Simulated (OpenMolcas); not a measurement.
# Lu²⁺ among point charges: CASSCF levels and susceptibility

Aim: the splitting of the states of Lu²⁺ in the field of 5 point charges, its lowest levels with spin-orbit coupling and its magnetic susceptibility.

The numbers are computed with OpenMolcas 26.06 (state-averaged CASSCF, spin-orbit coupling by RASSI with atomic mean-field integrals), except any that are marked as measured or tabulated.

1 further run of the same task is left out (it didn't finish).

**1. What is computed**

```
Species                           : Lu²⁺ (lutetium, Z = 71, 69 electrons)
Basis                             : ANO-RCC-VTZP [8s7p5d3f2g1h], 104 functions
Scalar Hamiltonian                : DKH2, point nucleus
Inactive shells                   : 1s 2s 2p 3s 3p 3d 4s 4p 4d 4f 5s 5p
Active space                      : 1 electron in 5 orbitals (5d)
Some configurations of this space : 5d
Orbitals                          : optimised for each spin and parity, averaged over all roots
```

Outer shells as boxes (Hund's rule):

5d
```
5d [↑ ][  ][  ][  ][  ]
```

The ion sits among 5 point charges of -2 e arranged as a square pyramid (C4v), 2.08 Å from the ion, with the axial distance 1.955 Å. The active orbitals were held to one l.

The work runs as a chain of OpenMolcas steps in one folder; each step below is one input file. Labels, J, g values, rates, χT and fits are worked out afterwards by a script from the matrices that RASSI stores.

**2. Basis and integrals**

Input file a.inp:

```
&GATEWAY
Coord
1

Lu 0.0 0.0 0.0
Basis=ANO-RCC-VTZP
Group=NoSym
NoMove
AngMom=0.0 0.0 0.0
AMFI
XField
5 Angstrom 0
2.080000 0.000000 0.000000 -2.000000
0.000000 2.080000 0.000000 -2.000000
-2.080000 0.000000 0.000000 -2.000000
0.000000 -2.080000 0.000000 -2.000000
0.000000 0.000000 1.955200 -2.000000
&SEWARD
```

The run is started by

```
$ OMP_NUM_THREADS=1 MOLCAS_MEM=1689 MOLCAS_PROJECT=a pymolcas a.inp > a.log
```

**3. Reference wave functions, doublets, 5 roots**

Input file a.inp:

```
&RASSCF
FileOrb=start.orb
Symmetry=1
Spin=2
nActEl=1 0 0
Inactive=34
Ras2=5
CIRoot=5 5 1
SDav=5
CIMx=300
Iter=120 100
PrWF=0.3
OrbListing=Nothing
MaxOrb=0
SupSym
1
25 10 11 12 13 14 19 20 21 22 23 35 36 37 38 39 52 53 54 55 56 57 58 59
60 61
>>> COPY $Project.JobIph JOB001
```

start.orb holds the contracted functions of the basis, ordered by shell, or the orbitals of the step before.

**4. RASSI: spin-orbit coupling between the states**

Input file a.inp:

```
&RASSI
NrOfJobIphs=1 5
1 2 3 4 5
IphNames
JOB001
EJob
SpinOrbit
DIPRint=1.0
SOCoupling=1000.0
Subsets=2
Property=9
'ANGMOM' 1 'ANGMOM' 2 'ANGMOM' 3 'MLTPL  1' 1 'MLTPL  1' 2 'MLTPL  1' 3
'AMFI' 1 'AMFI' 2 'AMFI' 3
SOProperty=3
'ANGMOM' 1 'ANGMOM' 2 'ANGMOM' 3
```

Q: Predict the outcome of this session. Wanted: spin-free ground state; first state of the same spin within the active space; lowest level; next level.

As calculated:

```
                                            quantity                                value
                                              method                               CASSCF
                              spin-free ground state  doublet, 2-fold in its orbital part
first state of the same spin within the active space                doublet at 14500 cm⁻¹
                                        lowest level         2-fold, g = 0.00, 0.02, 0.02
                                          next level                           148.4 cm⁻¹
                                         χT at 300 K                       0.41 cm³ K/mol
                           effective moment at 300 K                              1.81 μB
```

What this shows: The spin-free ground state (doublet) comes to 100 % from free-ion D terms and keeps the highest spin of the shell. χT at 300 K is 0.41, against 0.38 cm³ K/mol for the spin alone, so orbital moment adds to it. The free ion's ground configuration, as NIST lists it, lies outside this active space, so the lowest level here need not be the ground level. The field of point charges can differ much from that of real complexes. This is an electrostatic model: the charges have no orbitals.
